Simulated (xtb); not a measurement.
# GFN1-xTB run of C3H4OSi (SMILES C=C1[SiH2]C1=O)

Wanted: a structure relaxation of C3H4OSi. 

The results are computed with xtb 6.7.1 later snapshot.

## Step 1: The molecule

C3H4OSi: 9 atoms, total charge 0, spin state singlet. SMILES: `C=C1[SiH2]C1=O`. All atoms were displaced at random from a relaxed shape. The run starts from this shape.

Bond lengths: C1–C2 1.257 Å, C2–C4 1.531 Å, Si3–C4 1.864 Å, C4–O5 1.330 Å, C1–H6 1.062 Å, C1–H7 0.921 Å, Si3–H8 1.526 Å, Si3–H9 1.256 Å. Angles: C1–C2–C4 157.5°, C2–C4–Si3 72.0°, C2–C4–O5 132.0°, Si3–C4–O5 155.8°, C2–C1–H6 111.8°, C2–C1–H7 125.0°, C4–Si3–H8 99.6°, C4–Si3–H9 132.7°, H6–C1–H7 120.2°, H8–Si3–H9 115.5°. A long bond or contact: C2–Si3 2.014 Å.

## Step 2: A structure relaxation at GFN1-xTB

Contents of mol.xyz:

```xyz
9

C     -1.27038000     1.07688000    -0.46319000
C     -0.38817000     0.18298000    -0.40411000
Si     0.54881000    -0.72065000     1.13229000
C      0.95808000    -0.49514000    -0.67254000
O      1.71661000    -0.56544000    -1.76299000
H     -1.07548000     1.77167000    -1.24220000
H     -1.84408000     1.29869000     0.22295000
H      0.38839000    -2.23808000     1.16927000
H      1.00428000    -0.19975000     2.18029000
```

Run with:

```sh
$ xtb mol.xyz --opt sloppy --gfn 1 -c 0 -u 0 -P 1 > out.txt 2> xtb.err
```

Q: Predict the results. Wanted: total energy at the end; dipole moment; HOMO energy; LUMO energy; HOMO–LUMO gap; dispersion energy.

Computed results:

At GFN1-xTB:

```
               quantity         value
total energy at the end  -14.92771 Eh
          dipole moment        4.25 D
            HOMO energy     -10.65 eV
            LUMO energy      -9.14 eV
          HOMO–LUMO gap       1.51 eV
      dispersion energy  -7.89 kJ/mol
```

At the final geometry: Bond lengths: C1–C2 1.341 Å, C2–Si3 1.845 Å, C2–C4 1.568 Å, Si3–C4 1.881 Å, C4–O5 1.203 Å, C1–H6 1.086 Å, C1–H7 1.083 Å, Si3–H8 1.449 Å, Si3–H9 1.451 Å. Some angles: C1–C2–Si3 159.8°, C1–C2–C4 124.3°, Si3–C2–C4 66.3°, C2–Si3–C4 49.8°, C2–C4–Si3 63.9°, C2–C4–O5 129.5°, Si3–C4–O5 166.4°, C2–C1–H6 121.4°, C2–C1–H7 123.7°, C2–Si3–H8 115.6°. The optimisation took 14 steps and changed the energy by -2.883 eV.
